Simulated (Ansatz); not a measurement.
# H₇NOSSi₂, SMILES N[SiH2][SiH](O)S: a rigid torsion scan

Program: Ansatz 0.2.0 through its Python package.

The cells in order, each with its output:

**Cell 1**
```python
import warnings

import ansatz as az
from ase import Atoms
```

**Cell 2**
```python
BASIS = "def2-SVP"
FUNCTIONAL = "pbe0"
FMAX = 0.02
METHOD = "mp2"
```

**Cell 3**
```python
warnings.simplefilter("ignore", az.DeckWarning)

atoms = Atoms(["N", "Si", "Si", "O", "S", "H", "H", "H", "H", "H", "H", "H"], positions=[
    (-1.7661, -0.6358, 0.9153),
    (-0.1255, -0.7038, 1.1236),
    (1.0506, 0.193, -0.7079),
    (0.6154, -0.4538, -2.1268),
    (0.7029, 2.289, -0.8705),
    (-2.0978, 0.4023, 0.9618),
    (-2.2501, -1.0531, 1.6868),
    (0.1971, 0.0423, 2.3771),
    (0.1728, -2.1239, 1.3532),
    (2.5472, -0.0213, -0.539),
    (-0.435, -0.4888, -2.2072),
    (1.4654, 2.4989, -1.9325),
])

# relax first, so that the scan starts from a minimum
first = (
    az.Crystal.molecule_from_ase(atoms).calculation()
    .basis(gaussian=BASIS)  # the orbital basis, by name
    .functional(FUNCTIONAL)
    .relax(force_tolerance=FMAX, max_steps=80)  # relax until the tolerances are met
)
atoms.positions = first.run(threads=1).report["positions_ang"]
```

**Cell 4**
```python
start = atoms.get_dihedral(1, 2, 4, 11)
energies = {}
for turn in range(0, 360, 30):
    turned = atoms.copy()
    turned.set_dihedral(1, 2, 4, 11, start + turn, indices=[4, 11])
    job = az.Crystal.molecule_from_ase(turned).calculation()
    job = job.basis(gaussian=BASIS)
    job = job.correlation(METHOD)
    energies[round((start + turn) % 360)] = job.run(threads=1).report["free_energy_ev"]
floor = min(energies.values())
print("dihedral Si1-Si2-S4-H11 (deg)   E - E(min) (kJ/mol)")
for angle, e in sorted(energies.items()):
    print(f"{angle:8d} {96.485332 * (e - floor):14.3f}  " + "#" * int(30 * (e - floor) / max(max(energies.values()) - floor, 1e-9)))
```
Output:
```text
dihedral Si1-Si2-S4-H11 (deg)   E - E(min) (kJ/mol)
       9         10.004  ######################
      39          9.776  #####################
      69         11.504  #########################
      99         13.545  ##############################
     129         11.151  ########################
     159          4.188  #########
     189          0.000
     219          3.646  ########
     249         11.096  ########################
     279         13.312  #############################
     309         10.186  ######################
     339          9.344  ####################
```

Caveats:
- The scan is rigid and the energies are electronic, in a modest basis. With rigid groups the curve can differ much from the relaxed path, the start wasn't checked as a minimum of this torsion, and equivalent turns needn't return to the same energy.
- The start is relaxed with a density functional and scanned with the wavefunction method, so it isn't exactly that method's minimum.
- Hardware and time: 2.5 min on 1 thread of Arm Neoverse V2, on a shared host, peak memory 0.35 GiB.

(A comment or docstring line of the script was reworded after the run, the code is as it ran.)
